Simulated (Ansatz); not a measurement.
# HfN2: the cost of one run

Method: UKS PBE0/def2-TZVP; program: Ansatz 0.2.0, Gaussian basis.

**1. Where the work starts**

3 atoms, charge 1, spin multiplicity 6.

Atoms are counted from 1 here; the program's logs count them from 0.

Bond lengths: Hf1–N2 2.023 Å, N2–N3 1.222 Å. Angles: Hf1–N2–N3 107.7°.

The start was built by rule and, where that kept it together, relaxed with GFN2-xTB. Sticks and bond lists go by distance. No spin-orbit coupling is included. Elements past krypton take def2 core potentials.

**2. The run**

The input, in.yaml:

```yaml
crystal:
  periodic: [false, false, false]
  atoms:
    - {symbol: Hf, position_ang: [-0.305349, -0.052717, -0.000356]}
    - {symbol: N, position_ang: [1.710255, -0.227833, 0.003855]}
    - {symbol: N, position_ang: [2.180866, 0.899615, 0.000677]}
basis:
  gaussian: {orbitals: def2-TZVP}
total_charge: 1
magnetization: {spin_polarized: true, initial_magnetization: 5}
hamiltonian: {xc: pbe0}
relax: {f_tol: 0.004, max_steps: 80}
```

On the command line:

```console
ansatz run in.yaml --threads 1 --pin off --events-out ev --progress --plain --max-ram 2176MiB
```

What time and memory should one allow on 1 thread of Intel Xeon 6975P-C, shared host?

About 3.2 min, with a peak of 0.27 GiB.
